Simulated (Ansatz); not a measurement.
# GeH2MeCl (CH₅ClGe): a spread of methods and bases

How do the results and run time of GeH2MeCl (CH₅ClGe) respond when the settings are drawn wide?

The runs use Ansatz 0.2.0, Gaussian basis; the settings change from run to run.

### Step 1. The geometry

The structure was relaxed beforehand with B3LYP-D4 in a triple-zeta def2 set.

8 atoms, charge 0, spin multiplicity 1.

Atoms are counted from 1 here; the program's logs count them from 0.

Bond lengths: Ge1–H2 1.538 Å, Ge1–H3 1.538 Å, Ge1–C4 1.953 Å, Ge1–Cl8 2.185 Å, C4–H5 1.091 Å, C4–H6 1.089 Å, C4–H7 1.089 Å. Angles: H2–Ge1–H3 110.9°, H2–Ge1–C4 112.8°, H2–Ge1–Cl8 106.2°, H3–Ge1–C4 112.8°, H3–Ge1–Cl8 106.2°, C4–Ge1–Cl8 107.5°, Ge1–C4–H5 109.8°, Ge1–C4–H6 109.7°, Ge1–C4–H7 109.8°, H5–C4–H6 109.2°, H5–C4–H7 109.2°, H6–C4–H7 109.1°.

### Step 2. B2PLYP/6-31G

This run has density fitting with def2-universal-jkfit, a grid of angular degree 23, finite nuclei.

in.yaml

```yaml
crystal:
  periodic: [false, false, false]
  atoms:
    - {symbol: Ge, position_ang: [0.495708, -0.646446, 0.356531]}
    - {symbol: H, position_ang: [0.467985, -0.733743, 1.891396]}
    - {symbol: H, position_ang: [1.935997, -0.749295, -0.171702]}
    - {symbol: C, position_ang: [-0.453381, 0.916425, -0.329155]}
    - {symbol: H, position_ang: [0.013788, 1.827543, 0.047002]}
    - {symbol: H, position_ang: [-1.492239, 0.887091, -0.003911]}
    - {symbol: H, position_ang: [-0.420075, 0.920643, -1.417594]}
    - {symbol: Cl, position_ang: [-0.547782, -2.422208, -0.372567]}
basis:
  gaussian: {orbitals: 6-31G, fitting: {mean_field: def2-universal-jkfit}, final_grid: {core_spheres: 8, valence_spheres: 7, degree: 23}, nuclear_model: gaussian}
hamiltonian: {xc: {name: B2PLYP}}
output: {forces: true}
```

On the command line:

```sh
ansatz run in.yaml --threads 4 --pin off --events-out ev --progress --plain --max-ram 3916MiB
```

Output, shortened:

```text
Functional definition: B2PLYP
  name "B2PLYP"
  cite "Grimme, J. Chem. Phys. 124, 034108 (2006) doi:10.1063/1.2148954"
  cite "Becke, Phys. Rev. A 38, 3098 (1988) doi:10.1103/PhysRevA.38.3098"
  cite "Lee, Yang & Parr, Phys. Rev. B 37, 785 (1988) doi:10.1103/PhysRevB.37.785"
[...]
559 factors; integrals over basis functions are off by at most 7.7e-2 eV
[...]
mean field -70129.33368653 eV, -2577.2054776104 hartree, gradient 2.0e-6 eV, S^2 0.000000; 0 other end points of the search recorded, 0 dependent functions left out
15 core orbitals not correlated: weight in the atoms' cores, before any rotation towards them, 1.000 or more for the frozen orbitals, at most 0.000 for the correlated occupied ones
reference -70129.33383385 eV, -2577.2054830243 hartree; 15, 15 occupied and 31, 31 virtual orbitals, 559 factors
second order -11.29864783 eV of doubles, -0.00000000 eV of singles
[...]
Total energy: -70132.38446877 eV, -2577.3175917896 hartree
Atom 0 at     0.495708    -0.646446     0.356531 Å, force     0.594550     0.993629     0.416791 eV/Å
Atom 1 at     0.467985    -0.733743     1.891396 Å, force     0.010723     0.008273     0.013059 eV/Å
Atom 2 at     1.935997    -0.749295    -0.171702 Å, force     0.016930     0.009407     0.007497 eV/Å
Atom 3 at    -0.453381     0.916425    -0.329155 Å, force     0.106076    -0.145352     0.074952 eV/Å
Atom 4 at     0.013788     1.827543     0.047002 Å, force     0.025181     0.114400     0.019584 eV/Å
Atom 5 at    -1.492239     0.887091    -0.003911 Å, force    -0.117073     0.036349     0.010688 eV/Å
Atom 6 at    -0.420075     0.920643    -1.417594 Å, force    -0.025981     0.033580    -0.113221 eV/Å
Atom 7 at    -0.547782    -2.422208    -0.372567 Å, force    -0.610406    -1.050286    -0.429350 eV/Å
Dipole moment:     0.220357     0.658991     0.152213 e Å
```

It took 6 s on 4 threads of Intel Xeon at 2.50GHz, shared host.

Largest force 1.288 eV/Å, dipole 3.42 D.

### Step 3. wB97/6-31G*

Options: unrestricted orbitals, a point charge of 1.00 e beside it, the search for lower states set to light.

in.yaml, as its differences from that of step 2:

```diff
@@ -12,4 +12,5 @@
 basis:
-  gaussian: {orbitals: 6-31G, fitting: {mean_field: def2-universal-jkfit}, final_grid: {core_spheres: 8, valence_spheres: 7, degree: 23}, nuclear_model: gaussian}
-hamiltonian: {xc: {name: B2PLYP}}
-output: {forces: true}
+  gaussian: {orbitals: "6-31G*", point_charges: [{charge: 1.00, position_ang: [4.876, 0.669, 0.524]}]}
+magnetization: {spin_polarized: true, initial_magnetization: 0}
+hamiltonian: {xc: {name: wB97}}
+scf: {lower_state_search: light}
```

Launched as before.

Output, shortened:

```text
Functional definition: wB97
  name "wB97"
  cite "Chai & Head-Gordon, J. Chem. Phys. 128, 084106 (2008) doi:10.1063/1.2834918"
  cite "Becke, J. Chem. Phys. 107, 8554 (1997) doi:10.1063/1.475007"
[...]
  # The coefficients of nought are those of the uniform gas.
[...]
      + integral(e_c_pw_opposite_spin*poly(b97_u_opposite, 1, cos1, cos2, cos3, cos4))
981 factors; their error is unknown
284 factors; integrals over basis functions are off by at most 1.1e-5 eV
[...]
mean field -70156.38758818 eV, -2578.1996901583 hartree, gradient 2.4e-5 eV, S^2 0.000000; 0 other end points of the search recorded, 0 dependent functions left out
reference -70156.38757939 eV, -2578.1996898350 hartree; 30, 30 occupied and 49, 49 virtual orbitals, 981 factors
Total energy: -70156.38757939 eV, -2578.1996898350 hartree
```

It took 9 s on 4 threads of Intel Xeon at 2.50GHz, shared host.

⟨S²⟩ 0.000.

### Step 4. wB97/def2-TZVP

in.yaml, as its differences from that of step 3:

```diff
@@ -12,5 +12,4 @@
 basis:
-  gaussian: {orbitals: "6-31G*", point_charges: [{charge: 1.00, position_ang: [4.876, 0.669, 0.524]}]}
-magnetization: {spin_polarized: true, initial_magnetization: 0}
+  gaussian: {orbitals: def2-TZVP}
 hamiltonian: {xc: {name: wB97}}
-scf: {lower_state_search: light}
+scf: {omitted_lower_state_checks: [starts]}
```

The command is unchanged.

Output, shortened:

```text
Functional definition: wB97
  name "wB97"
  cite "Chai & Head-Gordon, J. Chem. Phys. 128, 084106 (2008) doi:10.1063/1.2834918"
  cite "Becke, J. Chem. Phys. 107, 8554 (1997) doi:10.1063/1.475007"
[...]
  # The coefficients of nought are those of the uniform gas.
[...]
      + integral(e_c_pw_opposite_spin*poly(b97_u_opposite, 1, cos1, cos2, cos3, cos4))
[...]
1014 factors; their error is unknown
303 factors; integrals over basis functions are off by at most 4.2e-5 eV
[...]
mean field -70165.51917889 eV, -2578.5352699271 hartree, gradient 2.4e-5 eV, S^2 0.000000; 0 other end points of the search recorded, 0 dependent functions left out
reference -70165.51916906 eV, -2578.5352695659 hartree; 30, 30 occupied and 116, 116 virtual orbitals, 1014 factors
Total energy: -70165.51916906 eV, -2578.5352695659 hartree
Checks for a lower state left out: starts
```

Run time: 9.6 s. Hardware: 4 threads of Intel Xeon at 2.50GHz, shared host.

### Step 5. wB97X-V/6-31G

This run has charge -1, multiplicity 2.

in.yaml, as its differences from that of step 4:

```diff
@@ -12,4 +12,7 @@
 basis:
-  gaussian: {orbitals: def2-TZVP}
-hamiltonian: {xc: {name: wB97}}
+  gaussian: {orbitals: 6-31G}
+total_charge: -1
+magnetization: {spin_polarized: true, initial_magnetization: 1}
+hamiltonian: {xc: {name: wB97X-V}}
 scf: {omitted_lower_state_checks: [starts]}
+output: {forces: true}
```

Launched as before.

Output, shortened:

```text
Functional definition: wB97X-V
  name "wB97X-V"
  cite "Mardirossian & Head-Gordon, Phys. Chem. Chem. Phys. 16, 9904 (2014) doi:10.1039/C3CP54374A"
  cite "Becke, J. Chem. Phys. 107, 8554 (1997) doi:10.1063/1.475007"
  cite "Vydrov & Van Voorhis, J. Chem. Phys. 133, 244103 (2010) doi:10.1063/1.3521275"
[...]
      + integral(e_c_pw_opposite_spin*poly(b97_u_opposite, cos0, cos1)) + vv10(b, c)
[...]
678 factors; integrals over basis functions are off by at most 4.3e-4 eV
207 factors; integrals over basis functions are off by at most 3.4e-6 eV
[...]
mean field -70140.64150604 eV, -2577.6210323124 hartree, gradient 5.6e-5 eV, S^2 0.752693; 0 other end points of the search recorded, 0 dependent functions left out
[...]
reference -70140.64150688 eV, -2577.6210323435 hartree; 31, 30 occupied and 30, 31 virtual orbitals, 678 factors
Total energy: -70140.64150688 eV, -2577.6210323435 hartree
Atom 0 at     0.495708    -0.646446     0.356531 Å, force     2.788166     3.110498     1.936059 eV/Å
Atom 1 at     0.467985    -0.733743     1.891396 Å, force     0.055934     0.242430     0.142116 eV/Å
Atom 2 at     1.935997    -0.749295    -0.171702 Å, force     0.150987     0.237794     0.004522 eV/Å
Atom 3 at    -0.453381     0.916425    -0.329155 Å, force     0.204264     0.290374     0.183133 eV/Å
Atom 4 at     0.013788     1.827543     0.047002 Å, force    -0.154269     0.106129    -0.117485 eV/Å
Atom 5 at    -1.492239     0.887091    -0.003911 Å, force    -0.301304    -0.013725     0.023692 eV/Å
Atom 6 at    -0.420075     0.920643    -1.417594 Å, force    -0.043626    -0.008335    -0.284421 eV/Å
Atom 7 at    -0.547782    -2.422208    -0.372567 Å, force    -2.700152    -3.965165    -1.887616 eV/Å
Dipole moment:    -0.155284     0.460413    -0.111346 e Å
Checks for a lower state left out: starts
```

Run time: 18 s. Hardware: 4 threads of Intel Xeon at 2.50GHz, shared host.

Largest force 5.155 eV/Å, ⟨S²⟩ 0.753.

### Step 6. All runs side by side

```tsv
level	charge	multiplicity	geometry	functions	energy (eV)	time
B2PLYP/6-31G	0	1	relaxed	61	-70132.384	6 s
wB97/6-31G*	0	1	relaxed, point charge	79	-70156.388	9 s
wB97/def2-TZVP	0	1	relaxed	146	-70165.519	9.6 s
wB97X-V/6-31G	-1	2	relaxed	61	-70140.642	18 s
```

### Step 7. Results

| quantity | value |
| --- | --- |
| runs | 4 |
| quickest | B2PLYP/6-31G, 6 s |
| slowest | wB97X-V/6-31G, 18 s |
| spread of total energies, same state and geometry | 33.1 eV |

What this shows: wB97X-V/6-31G took 3 times as long as B2PLYP/6-31G. The jobs differ in tasks and options as well as level. Total energies at one charge and spin differ by 33 eV between levels, so only differences within one level mean anything. At the B3LYP-D4/def2-TZVP geometry and in the same state, runs without warnings or point charges leave forces up to 1.29 eV/Å (B2PLYP/6-31G).
